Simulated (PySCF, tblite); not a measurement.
**C3H9BrO2Si: geometry, infrared bands and NMR shifts**

Wanted: the infrared bands and NMR shifts of C3H9BrO2Si (`CO[SiH](CBr)OC`), by calculation.

The runs use tblite 0.8.0 and PySCF 2.14.0, with density-fitted response routines of our own; the level of theory stands in each step. All values are computed, except where a source is named. Atoms are numbered from 0 throughout.

### Step 1. The molecule as given

16 atoms, charge 0, multiplicity 1; geometry from: force field or distance geometry start.

Bonds of the start (Å): C0–O1 1.36, O1–Si2 1.67, Si2–C3 1.82, C3–Br4 1.92, Si2–O5 1.72, O5–C6 1.40, C0–H7 1.12, C0–H8 1.10, C0–H9 1.13, Si2–H10 1.49, C3–H11 1.13, C3–H12 1.10, C6–H13 1.11, C6–H14 1.10, C6–H15 1.10.

### Step 2. Geometry optimisation with GFN2-xTB

Job settings and geometry (Å):

```
{"job": {"kind": "relax", "xc": "GFN2-xTB", "basis": "xTB"}, "charge": 0, "multiplicity": 1}
C     -2.402000    -0.509900     0.172400
O     -1.148100    -1.025100     0.191800
Si     0.148900     0.011100     0.035700
C     -0.045200     1.768600     0.470600
Br    -1.489500     2.235600     1.638500
O      1.437200    -0.632200     0.976900
C      2.452200    -1.132700     0.147300
H     -2.718500    -0.038900     1.140300
H     -2.624500     0.121200    -0.706900
H     -3.114200    -1.388200     0.081900
H      0.634700    -0.079200    -1.368000
H      0.897300     2.073400     1.007600
H     -0.055700     2.384000    -0.441700
H      3.203900    -1.589300     0.820100
H      1.979800    -1.905200    -0.480600
H      2.836200    -0.284300    -0.429900
```

Started as:

```
OMP_NUM_THREADS=1 python probes_run.py task.json out
```

The driver reads the jobs from task.json and runs them one after another.

**Question.** This job is followed by: GFN2-xTB harmonic vibrations, gas phase; GIAO PBE0/pcSseg-1 NMR shielding, non-relativistic, gas phase. Predict these results of the whole session: strongest single infrared mode (GFN2-xTB); zero-point energy (GFN2-xTB); 13C shifts against TMS (PBE0/pcSseg-1, means over atoms taken as alike); 1H shifts against TMS (PBE0/pcSseg-1, means over atoms taken as alike); 17O shifts against H2O (PBE0/pcSseg-1, means over atoms taken as alike); 29Si shifts against TMS (PBE0/pcSseg-1); 79Br shifts against HBr (PBE0/pcSseg-1).

**Answer**, as computed:

```
                                                               quantity                  value
                              strongest single infrared mode (GFN2-xTB)  1160 cm⁻¹, 213 km/mol
                                           zero-point energy (GFN2-xTB)          74.6 kcal/mol
13C shifts against TMS (PBE0/pcSseg-1, means over atoms taken as alike)         53.8, 24.1 ppm
 1H shifts against TMS (PBE0/pcSseg-1, means over atoms taken as alike)   4.81, 3.93, 2.52 ppm
17O shifts against H2O (PBE0/pcSseg-1, means over atoms taken as alike)               24.0 ppm
                                29Si shifts against TMS (PBE0/pcSseg-1)              -37.6 ppm
                                79Br shifts against HBr (PBE0/pcSseg-1)                 37 ppm
```

What this shows: Relaxing lowered the energy by 1.074 eV in 192 steps; the close pair that moved most is Si2–O5, from 1.720 to 1.610 Å. All 42 modes are real, so the xTB geometry is a minimum. The strongest single mode, at 1160 cm⁻¹, is spread over many atoms; the largest shares are those of O1, C0. GFN2-xTB is a fitted tight-binding method: band positions and strengths are rough. Its intensities can rank the bands wrongly. C3 stands next to heavy halogen, whose spin-orbit shielding this run leaves out, so the computed shift lies too far downfield, most of all for carbon beside Br or I. The most deshielded carbon is C0, C6 (mean) (methyl carbon bonded to O), at 53.8 ppm: deshielded by the electronegative neighbour. At PBE0/pcSseg-1: Shielding is most anisotropic at Br4 (span 755 ppm, paramagnetic term -538 ppm). Spin-orbit coupling is left out, which matters for shieldings and couplings at and beside the heavy atoms.
